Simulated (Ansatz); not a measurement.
# C2H6BClO: a ladder of functionals and wavefunction methods

An exercise on one series of results from a longer session: the logs are not shown, and one member is left open.

The runs use Ansatz 0.2.0, Gaussian basis; functionals in def2-TZVPP, the program's frozen cores in correlated methods.

The runs, in order: LDA (SPW92), PBE-D4, revPBE-D4, BLYP-D4, r2SCAN-D4, B97M-V, PBE0-D4, B3LYP-D4, r2SCANh-D4, r2SCAN0-D4, HSE06-D4, BHLYP-D4, CAM-B3LYP-D4, LC-ωPBE, ωB97X-V, ωB97M-V, B2PLYP, PBE-QIDH; CCSD(T)/def2-SVP; CCSD(T)/def2-TZVPP; MP2/def2-QZVPP; extrapolation to the limit; RPA on PBE.

### The relaxed structure

The geometry comes from an earlier relaxation with PBE0-D4 in a triple-zeta def2 set; it is a stationary point, not always the lowest conformer.

SMILES `CCB(O)Cl`, 11 atoms, charge 0, spin multiplicity 1.

Atoms are counted from 1 here; the program's logs count them from 0.

Bond lengths: C1–C2 1.524 Å, C1–H6 1.091 Å, C1–H7 1.092 Å, C1–H8 1.092 Å, C2–B3 1.570 Å, C2–H9 1.100 Å, C2–H10 1.098 Å, B3–O4 1.351 Å, B3–Cl5 1.769 Å, O4–H11 0.961 Å. Angles: C2–C1–H6 111.0°, C2–C1–H7 111.4°, C2–C1–H8 111.3°, H6–C1–H7 108.0°, H6–C1–H8 107.2°, H7–C1–H8 107.7°, C1–C2–B3 116.7°, C1–C2–H9 109.2°, C1–C2–H10 110.2°, B3–C2–H9 105.7°, B3–C2–H10 109.3°, H9–C2–H10 104.9°, C2–B3–O4 123.9°, C2–B3–Cl5 120.9°, O4–B3–Cl5 115.1°, B3–O4–H11 112.7°.

Set-up of the first run:

Input file in.yaml:

```yaml
crystal:
  periodic: [false, false, false]
  atoms:
    - {symbol: C, position_ang: [-0.883977, 0.002053, -1.161803]}
    - {symbol: C, position_ang: [0.025650, -0.534506, -0.062600]}
    - {symbol: B, position_ang: [0.770672, 0.529079, 0.819427]}
    - {symbol: O, position_ang: [1.130703, 0.323812, 2.104964]}
    - {symbol: Cl, position_ang: [1.249085, 2.092994, 0.145333]}
    - {symbol: H, position_ang: [-0.330979, 0.646212, -1.847272]}
    - {symbol: H, position_ang: [-1.326468, -0.809474, -1.743372]}
    - {symbol: H, position_ang: [-1.700357, 0.597013, -0.745906]}
    - {symbol: H, position_ang: [0.815490, -1.152233, -0.515409]}
    - {symbol: H, position_ang: [-0.530879, -1.220293, 0.589022]}
    - {symbol: H, position_ang: [0.846462, -0.531557, 2.438316]}
basis:
  gaussian: {orbitals: def2-TZVPP}
hamiltonian: {xc: lda}
output: {orbitals: {seedname: orbitals}}
```

The run is started by

```sh
ansatz run in.yaml --threads 4 --pin off --events-out ev --progress --plain --max-ram 10444MiB
```

Among the steps run: LDA; PBE-D4 (GGA); revPBE-D4 (GGA); BLYP-D4 (GGA); r2SCAN-D4 (meta-GGA); B97M-V (meta-GGA); PBE0-D4 (hybrid); B3LYP-D4 (hybrid); r2SCANh-D4 (hybrid); r2SCAN0-D4 (hybrid); HSE06-D4 (hybrid); BHLYP-D4 (hybrid); CAM-B3LYP-D4 (range-separated); LC-ωPBE (range-separated); ωB97X-V (range-separated); ωB97M-V (range-separated); B2PLYP (double hybrid); PBE-QIDH (double hybrid).

One table of the session follows, with a row left open; its other results are not shown here.

It belongs to the step «Frontier levels by functional». 

| functional | HOMO (eV) | gap (eV) |
| --- | --- | --- |
| LDA (SPW92) | -7.31 | 6.13 |
| PBE-D4 | -7.18 | 6.27 |
| revPBE-D4 | -7.12 | 6.33 |
| BLYP-D4 | -7.05 | 6.29 |
| r2SCAN-D4 | -7.50 | 6.97 |
| B97M-V | -7.62 | 7.14 |
| PBE0-D4 | -8.60 | 8.69 |
| B3LYP-D4 | -8.35 | 8.21 |
| r2SCANh-D4 | -8.02 | 7.84 |
| r2SCAN0-D4 | -8.81 | 9.13 |
| HSE06-D4 | -8.19 | 7.90 |
| BHLYP-D4 | -9.91 | 10.94 |
| CAM-B3LYP-D4 | -10.02 | 11.17 |
| LC-ωPBE | ? | ? |
| ωB97X-V | -11.05 | 13.29 |
| ωB97M-V | -10.90 | 12.71 |

Estimate the missing values for LC-ωPBE.

**Answer.** HOMO (eV): -11.41; gap (eV): 13.81. In the column «HOMO (eV)» it is the lowest.
